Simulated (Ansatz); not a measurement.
# BGe₂ (quartet): from Hartree-Fock to the top rungs, cc-pVTZ

The task here is to estimate one member of a computed series from the others.

The runs use Ansatz 0.2.0, Gaussian basis; cc-pVTZ, core rule «outside noble gas», up to 29 orbitals frozen.

Plan: UHF; CCSD(T) on ROHF; CCSD(T) on UHF; BCCD(T) on ROHF; CCSDT(Q) on ROHF; CCSDT(Q) on UHF; CASSCF and NEVPT2, 11 electrons in 12 orbitals.

5 further runs of the same task are left out: 5 set aside as unsound or not needed.

## The system

The geometry is a PBE0/def2-TZVP stationary point (not a proven minimum). No spin-orbit coupling is included. The filled d shell of Ge may be among the frozen orbitals whatever the setting's name suggests; the logs give the count.

3 atoms, charge 0, spin multiplicity 4.

Atoms are counted from 1 here; the program's logs count them from 0.

Bond lengths: Ge1–B2 2.025 Å, B2–Ge3 2.025 Å. Angles: Ge1–B2–Ge3 180.0°.

As a file:

```xyz
3
BGe2
Ge    0.00000    0.00000    2.02540
B     0.00000    0.00000    0.00000
Ge    0.00000    0.00000   -2.02540
```

The first run:

Input file in.yaml:

```yaml
crystal:
  periodic: [false, false, false]
  atoms:
    - {symbol: Ge, position_ang: [0.000000, 0.000000, 2.025400]}
    - {symbol: B, position_ang: [0.000000, 0.000000, 0.000000]}
    - {symbol: Ge, position_ang: [0.000000, 0.000000, -2.025400]}
basis:
  gaussian: {orbitals: cc-pVTZ}
magnetization: {spin_polarized: true, initial_magnetization: 3}
hamiltonian: {xc: hf}
output: {orbitals: {seedname: orbitals}}
```

Command:

```sh
ansatz run in.yaml --threads 1 --pin off --events-out ev --progress --plain --max-ram 2816MiB --backend cpu
```

Among the steps run: UHF; CCSD(T) on ROHF; CCSD(T) on UHF; BCCD(T) on ROHF; CCSDT(Q) on ROHF; CCSDT(Q) on UHF; CASSCF and NEVPT2, 11 electrons in 12 orbitals.

One of the session's tables, all rows but one given; the rest of the session is left out.

| method | from RCCSDT(Q) (kJ/mol) |
| --- | --- |
| ROHF | +705.6 |
| UHF | +685.8 |
| RMP2 | +141.0 |
| UMP2 | +146.4 |
| RCCSD | +44.3 |
| UCCSD | +43.0 |
| RCCSD(T) | +8.2 |
| UCCSD(T) | +7.9 |
| BCCD(T) | +8.1 |
| RCCSDT | +2.6 |
| UCCSDT | +2.0 |
| RCCSDT(Q) | 0 |
| UCCSDT(Q) | -0.7 |
| CASSCF valence | ? |
| NEVPT2 valence | +104.0 |

Estimate the missing values for CASSCF valence.

**Answer.** from RCCSDT(Q) (kJ/mol): +472.4. In the column «from RCCSDT(Q) (kJ/mol)» it lies between UMP2 (+146.4) and UHF (+685.8).

Among the levels timed on like hardware and quicker than the yardstick, those that no quicker one beats, quickest first: RCCSD(T) (10 s, +8.2 kJ/mol); UCCSD(T) (27 s, +7.9 kJ/mol).

With the free atoms at the same levels and basis (separate runs), the atomisation energy is 5.375 eV at RCCSDT(Q), 5.331 eV at RCCSD(T), 5.313 eV at UCCSD(T), 3.834 eV at ROHF.

Limits of these values: Restricted and unrestricted rows rest on different reference determinants; where their highest levels disagree by more than a few hundredths of an eV, they describe different states and don't form one ladder.
